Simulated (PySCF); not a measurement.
# C₄H₇BO₂Si: electronic excitations

What electronic excitations should C₄H₇BO₂Si (`C#CB[SiH]1OCCO1`) show?

The runs use PySCF 2.14.0, with density-fitted response routines of our own; the level of theory stands in each step. All values are computed, except where a source is named. Atoms count from 0, in the outputs and in this text.

**1. Starting geometry**

15 atoms, charge 0, multiplicity 1; geometry from: GFN2-xTB.

Bonds of the start (Å): C0–C1 1.21, C1–B2 1.49, B2–Si3 1.95, Si3–O4 1.66, O4–C5 1.39, C5–C6 1.54, C6–O7 1.39, O7–Si3 1.66, C0–H8 1.05, B2–H9 1.17, Si3–H10 1.48, C5–H11 1.10, C5–H12 1.09, C6–H13 1.10, C6–H14 1.09.

**2. Excited states and response: PBE0/def2-SVPD**

Job settings and geometry (Å):

```
{"job": {"kind": "uv", "xc": "PBE0", "basis": "def2-SVPD", "nstates": 8, "ntriplets": 3}, "charge": 0, "multiplicity": 1}
C      3.292958     0.809921     0.706678
C      2.645293     0.016103     0.064368
B      1.807529    -0.943046    -0.708799
Si    -0.144881    -0.880459    -0.646718
O     -0.729941    -1.094604     0.886959
C     -1.760431    -0.194940     1.155122
C     -1.571017     1.025337     0.233235
O     -0.799168     0.627209    -0.857914
H      3.863656     1.498070     1.261911
H      2.338300    -1.740391    -1.381795
H     -0.927035    -1.754736    -1.546893
H     -2.721849    -0.676078     0.945299
H     -1.720996     0.082794     2.210913
H     -1.044449     1.829512     0.758895
H     -2.532384     1.403299    -0.124795
```

Level: TDDFT PBE0/def2-SVPD, vertical, gas phase, core orbitals frozen in the response.

Launch:

```bash
$ OMP_NUM_THREADS=1 python probes_run.py task.json out
```

One launch serves the whole session: the jobs run in the order shown.

What it wrote:

```text
coarse grid: 13568 points
cycle   1  E = -620.3228977888  dE =  1.195e+00  |g| = 8.583e-01  |ddm| = 9.469e+00
cycle   2  E = -620.0891166343  dE =  2.338e-01  |g| = 1.385e+00  |ddm| = 3.023e+00
cycle   3  E = -620.4667121020  dE = -3.776e-01  |g| = 1.056e-01  |ddm| = 1.692e+00
cycle   4  E = -620.4677083475  dE = -9.962e-04  |g| = 8.096e-02  |ddm| = 2.560e-01
cycle   5  E = -620.4693416189  dE = -1.633e-03  |g| = 2.909e-02  |ddm| = 1.218e-01
cycle   6  E = -620.4695638983  dE = -2.223e-04  |g| = 5.373e-03  |ddm| = 4.327e-02
cycle   7  E = -620.4695718959  dE = -7.998e-06  |g| = 8.991e-04  |ddm| = 1.290e-02
final grid: 127992 points
cycle   8  E = -620.5666601225  dE = -2.464e-05  |g| = 1.073e-02  |ddm| = 1.115e-01
cycle   9  E = -620.5666359383  dE =  2.418e-05  |g| = 1.568e-02  |ddm| = 3.380e-02
cycle  10  E = -620.5666831696  dE = -4.723e-05  |g| = 1.260e-03  |ddm| = 1.982e-02
cycle  11  E = -620.5666835422  dE = -3.726e-07  |g| = 4.071e-04  |ddm| = 2.091e-03
cycle  12  E = -620.5666835766  dE = -3.443e-08  |g| = 1.773e-04  |ddm| = 6.175e-04
cycle  13  E = -620.5666835845  dE = -7.905e-09  |g| = 4.029e-05  |ddm| = 2.938e-04
cycle  14  E = -620.5666835850  dE = -5.123e-10  |g| = 9.972e-06  |ddm| = 1.032e-04
converged SCF energy = -620.5666835850

Static polarisability (au): isotropic 88.470, principal 66.685 88.680 110.044

Singlet excitations
state   eV       nm        f      main configurations
  1   2.8900    429.0   0.00114   H->L 0.91
  2   3.6324    341.3   0.01540   H-1->L 0.95
  3   3.8975    318.1   0.00032   H-2->L 0.89
  4   4.7253    262.4   0.00200   H-3->L 0.96
  5   5.1310    241.6   0.07881   H-4->L 0.86
  6   5.2091    238.0   0.00094   H-5->L 0.98
  7   5.7586    215.3   0.00127   H-6->L 0.85, H-7->L 0.11
  8   6.1799    200.6   0.00175   H-7->L 0.78, H-6->L 0.11

Triplet excitations (Tamm-Dancoff, eV): 2.3749 3.4571 3.6206
```

Run time: 84 s. Hardware: 1 thread of Arm Neoverse N1, shared host; peak memory 0.9 GiB.

The orbitals next to the gap, with their largest atomic shares:

| orbital | eV | atoms |
| --- | --- | --- |
| HOMO−3 | -8.92 | O7 22 %, C6 19 %, C5 17 % |
| HOMO−2 | -8.49 | C0 25 %, C1 22 %, O4 14 % |
| HOMO−1 | -7.80 | O4 35 %, O7 20 %, C5 11 % |
| HOMO | -7.49 | O7 22 %, Si3 15 %, B2 13 % |
| LUMO | -3.14 | B2 41 %, C1 17 %, C0 17 % |
| LUMO+1 | 0.25 | C0 26 %, C1 23 %, B2 12 % |
| LUMO+2 | 0.68 | Si3 23 %, C0 16 %, C1 16 % |

With each of the 8 states as a Gaussian band of 0.4 eV half-width at 1/e, the curve within the window shown has maxima at 341 nm (ε 630), 241 nm (ε 3,300) L/(mol cm). Beyond the last state computed it falls off for lack of states. The curve at chosen wavelengths:

nm, ε (L/mol/cm) and a bar:
```
      191         42 
      205        113 #
      219        654 ######
      233       2652 ##########################
      247       3004 ##############################
      261       1344 #############
      275        339 ###
      289        109 #
      303        191 ##
      317        404 ####
      331        590 ######
      345        626 ######
      359        517 #####
      373        356 ####
      387        221 ##
      401        135 #
      415         89 #
      429         66 #
      443         52 
      457         41 
      471         31 
      485         23 
      499         17 
      513         11 
      527          8 
      541          5
```

Leading natural transition orbitals of singlet state 5: the hole lies on C1 48 %; C0 37 %; B2 8 %; the particle on B2 47 %; C0 19 %; H9 10 %.

Leading natural transition orbitals of singlet state 1: the hole lies on C0 22 %; B2 16 %; H10 12 %; the particle on B2 49 %; C0 20 %; H9 10 %.

Further results of this job:

```
           property  computed
  dipole moment (D)      1.62
polarisability (Å³)     13.11
 HOMO–LUMO gap (eV)      4.34
      −ε(HOMO) (eV)      7.49
```

Orbitals, density, ELF and potential are computed afterwards from the orbital file.

Frontier orbitals at PBE0/def2-SVPD, with the share of their density that lies nearest to each atom:

```
orbital  energy (eV)                     lies on
   HOMO        -7.49  O7 24 %; H10 16 %; B2 15 %
   LUMO        -3.14   B2 48 %; C0 18 %; H9 10 %
```

ELF in a plane through or near 7 of the atoms.

Values, 10 rows by 14 columns:
```
0.00 0.00 0.00 0.00 0.00 0.00 0.00 0.00 0.00 0.00 0.00 0.00 0.00 0.00
0.00 0.00 0.00 0.00 0.00 0.00 0.00 0.21 0.16 0.00 0.00 0.00 0.00 0.00
0.00 0.00 0.00 0.80 1.00 0.41 0.13 1.00 1.00 0.57 0.00 0.00 0.00 0.00
0.00 0.00 0.00 0.70 1.00 0.71 0.62 0.31 0.85 0.04 0.00 0.00 0.00 0.00
0.00 0.00 0.03 0.19 0.72 0.23 0.46 0.59 0.13 0.03 0.27 0.02 0.00 0.00
0.00 0.01 0.53 0.86 0.13 0.54 0.03 0.09 0.61 0.79 0.08 0.01 0.00 0.00
0.00 0.02 0.56 0.36 0.80 0.47 0.00 0.08 0.71 0.28 0.03 0.00 0.00 0.00
0.00 0.00 0.94 0.99 0.33 0.13 0.00 0.27 0.68 0.03 0.00 0.00 0.00 0.00
0.00 0.00 0.01 0.10 0.01 0.00 0.00 0.00 0.00 0.00 0.00 0.00 0.00 0.00
0.00 0.00 0.00 0.00 0.00 0.00 0.00 0.00 0.00 0.00 0.00 0.00 0.00 0.00
```
The map spans 12.6 Å across and 10.2 Å up, centred on the molecule. Atoms in the plane (x, y in Å): C0 (-3.2, -1.2), C1 (-2.6, -0.1), B2 (-1.9, 1.2), Si3 (0.0, 1.2), H8 (-3.7, -2.1), H9 (-2.5, 2.2), H10 (0.7, 2.5).

On the surface of density 0.002 e/bohr³ the electrostatic potential runs, from the 1st to the 99th percentile, from -1.36 V near O7 to 1.79 V near H8.

**3. Summary of results**

| quantity | value |
| --- | --- |
| lowest singlet (PBE0/def2-SVPD) | 2.89 eV (429 nm), f = 0.001 |
| brightest single state of those computed | state 5, 5.13 eV, f = 0.079 |
| lowest triplet | 2.37 eV |
| surface potential, 1st and 99th percentile | -1.36 V and 1.79 V |

The first singlet state (HOMO→LUMO 0.91) lies at 2.89 eV and is weak; of the 8 states computed, the strongest absorption comes from state 5 at 5.13 eV. The lowest triplet lies 0.52 eV below the lowest singlet (triplets in Tamm-Dancoff, singlets in full TDDFT). By nearest atom (PBE0/def2-SVPD), the HOMO sits on O7 24 %; H10 16 % and the LUMO on B2 48 %; C0 18 %.
